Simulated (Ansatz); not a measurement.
# FH5MoO5: basis-set convergence

One table from this session's results is given with a row withheld; the runs are named, their logs left out.

Method: one geometry, several basis sets; program: Ansatz 0.2.0, Gaussian basis.

Levels to be run: PBE0-D4/def2-SVP; ωB97M-V/def2-SVP; PBE0-D4/def2-QZVPP; ωB97M-V/def2-QZVPP; the functionals' def2-TZVPP values are taken from earlier runs.

### The geometry

The geometry comes from an earlier relaxation with PBE0-D4 in a triple-zeta def2 set; it is a stationary point, not always the lowest conformer. Mo takes the def2 core potential; no spin-orbit term is included.

SMILES `[OH][Mo]([OH])([OH])([OH])([OH])[F]`, 12 atoms, charge 0, spin multiplicity 1.

Atoms are counted from 1 here; the program's logs count them from 0.

Bond lengths: O1–Mo2 1.847 Å, O1–H8 0.963 Å, Mo2–O3 1.854 Å, Mo2–O4 1.872 Å, Mo2–O5 1.899 Å, Mo2–O6 1.925 Å, Mo2–F7 1.934 Å, O3–H9 0.963 Å, O4–H10 0.963 Å, O5–H11 0.963 Å, O6–H12 0.962 Å. Angles: Mo2–O1–H8 119.5°, O1–Mo2–O3 98.8°, O1–Mo2–O4 154.5°, O1–Mo2–O5 87.8°, O1–Mo2–O6 101.1°, O1–Mo2–F7 79.4°, O3–Mo2–O4 95.5°, O3–Mo2–O5 158.8°, O3–Mo2–O6 77.0°, O3–Mo2–F7 93.0°, O4–Mo2–O5 86.4°, O4–Mo2–O6 102.7°, O4–Mo2–F7 78.9°, O5–Mo2–O6 82.0°, O5–Mo2–F7 108.0°, O6–Mo2–F7 169.9°, Mo2–O3–H9 120.7°, Mo2–O4–H10 116.8° and more.

Set-up of the first run:

Contents of in.yaml:

```yaml
crystal:
  periodic: [false, false, false]
  atoms:
    - {symbol: O, position_ang: [-0.493116, -1.838718, 0.431184]}
    - {symbol: Mo, position_ang: [0.114344, -0.131968, 0.069562]}
    - {symbol: O, position_ang: [0.888942, 0.247104, 1.710989]}
    - {symbol: O, position_ang: [1.089866, 1.147171, -0.887087]}
    - {symbol: O, position_ang: [-1.141791, -0.065648, -1.353454]}
    - {symbol: O, position_ang: [-1.228425, 0.931798, 0.948153]}
    - {symbol: F, position_ang: [1.629171, -1.181567, -0.517317]}
    - {symbol: H, position_ang: [-0.011332, -2.596706, 0.083056]}
    - {symbol: H, position_ang: [0.458577, 0.844871, 2.331401]}
    - {symbol: H, position_ang: [1.897838, 0.846384, -1.315762]}
    - {symbol: H, position_ang: [-1.094732, 0.731009, -1.892368]}
    - {symbol: H, position_ang: [-2.032441, 1.011071, 0.425644]}
basis:
  gaussian: {orbitals: def2-SVP}
hamiltonian: {xc: pbe0, dispersion: d4}
output: {orbitals: {seedname: orbitals}}
```

Command:

```
> ansatz run in.yaml --threads 2 --pin off --events-out ev --progress --plain --max-ram 32768MiB --backend cpu
```

Among the steps run: PBE0-D4 in def2-SVP; ωB97M-V in def2-SVP; PBE0-D4 in def2-QZVPP; ωB97M-V in def2-QZVPP.

One of the session's tables, all rows but one given; the rest of the session is left out.

It belongs to the step «Density functionals: the series». 

```
functional       basis  HOMO (eV)  LUMO (eV)
   PBE0-D4    def2-SVP      -8.98      -3.33
   PBE0-D4  def2-TZVPP          ?          ?
   PBE0-D4  def2-QZVPP      -9.11      -3.38
   ωB97M-V    def2-SVP     -11.39      -1.25
   ωB97M-V  def2-TZVPP     -11.51      -1.30
   ωB97M-V  def2-QZVPP     -11.54      -1.33
```

Estimate the missing values for PBE0-D4, def2-TZVPP.

The run gave: HOMO (eV): -9.09; LUMO (eV): -3.37. In the column «HOMO (eV)» it lies between PBE0-D4, def2-QZVPP (-9.11) and PBE0-D4, def2-SVP (-8.98).
